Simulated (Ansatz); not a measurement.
# BClGeH₄: small, medium and large basis sets

The task here is to estimate one member of a computed series from the others.

Method: one geometry, several basis sets; program: Ansatz 0.2.0, Gaussian basis.

Levels to be run: PBE0-D4/def2-SVP; ωB97M-V/def2-SVP; PBE0-D4/def2-QZVPP; ωB97M-V/def2-QZVPP; the functionals' def2-TZVPP values are taken from earlier runs.

### Structure used throughout

An earlier PBE0-D4 in a triple-zeta def2 set relaxation fixed the geometry.

SMILES `[BH2][GeH2][Cl]`, 7 atoms, charge 0, spin multiplicity 1.

Atoms are counted from 1 here; the program's logs count them from 0.

Bond lengths: B1–Ge2 2.053 Å, B1–H4 1.195 Å, B1–H5 1.191 Å, Ge2–Cl3 2.168 Å, Ge2–H6 1.539 Å, Ge2–H7 1.539 Å. Angles: Ge2–B1–H4 118.7°, Ge2–B1–H5 121.6°, H4–B1–H5 119.7°, B1–Ge2–Cl3 111.0°, B1–Ge2–H6 112.7°, B1–Ge2–H7 112.7°, Cl3–Ge2–H6 105.7°, Cl3–Ge2–H7 105.7°, H6–Ge2–H7 108.6°.

The first run:

in.yaml reads:

```yaml
crystal:
  periodic: [false, false, false]
  atoms:
    - {symbol: B, position_ang: [-1.048285, -0.055985, -0.738103]}
    - {symbol: Ge, position_ang: [0.614229, -0.122182, 0.465330]}
    - {symbol: Cl, position_ang: [1.648221, 1.783827, 0.469764]}
    - {symbol: H, position_ang: [-1.720651, -1.037663, -0.843436]}
    - {symbol: H, position_ang: [-1.352414, 0.933573, -1.327487]}
    - {symbol: H, position_ang: [0.269785, -0.412697, 1.937311]}
    - {symbol: H, position_ang: [1.650415, -1.156972, -0.009180]}
basis:
  gaussian: {orbitals: def2-SVP}
hamiltonian: {xc: pbe0, dispersion: d4}
output: {orbitals: {seedname: orbitals}}
```

Run with:

```
ansatz run in.yaml --threads 2 --pin off --events-out ev --progress --plain --max-ram 4352MiB
```

Steps of the session up to this table: PBE0-D4 in def2-SVP; ωB97M-V in def2-SVP; PBE0-D4 in def2-QZVPP; ωB97M-V in def2-QZVPP.

One of the session's tables, all rows but one given; the rest of the session is left out.

It belongs to the step «Density functionals: the series». 

| functional | basis | HOMO (eV) | LUMO (eV) |
| --- | --- | --- | --- |
| PBE0-D4 | def2-SVP | -8.08 | -2.77 |
| PBE0-D4 | def2-TZVPP | -8.21 | -2.82 |
| PBE0-D4 | def2-QZVPP | -8.24 | -2.83 |
| ωB97M-V | def2-SVP | ? | ? |
| ωB97M-V | def2-TZVPP | -10.38 | -0.85 |
| ωB97M-V | def2-QZVPP | -10.41 | -0.89 |

Q: Estimate the row for ωB97M-V, def2-SVP from the others.

The run gave: HOMO (eV): -10.20; LUMO (eV): -0.70. In the column «HOMO (eV)» it lies between ωB97M-V, def2-TZVPP (-10.38) and PBE0-D4, def2-QZVPP (-8.24).
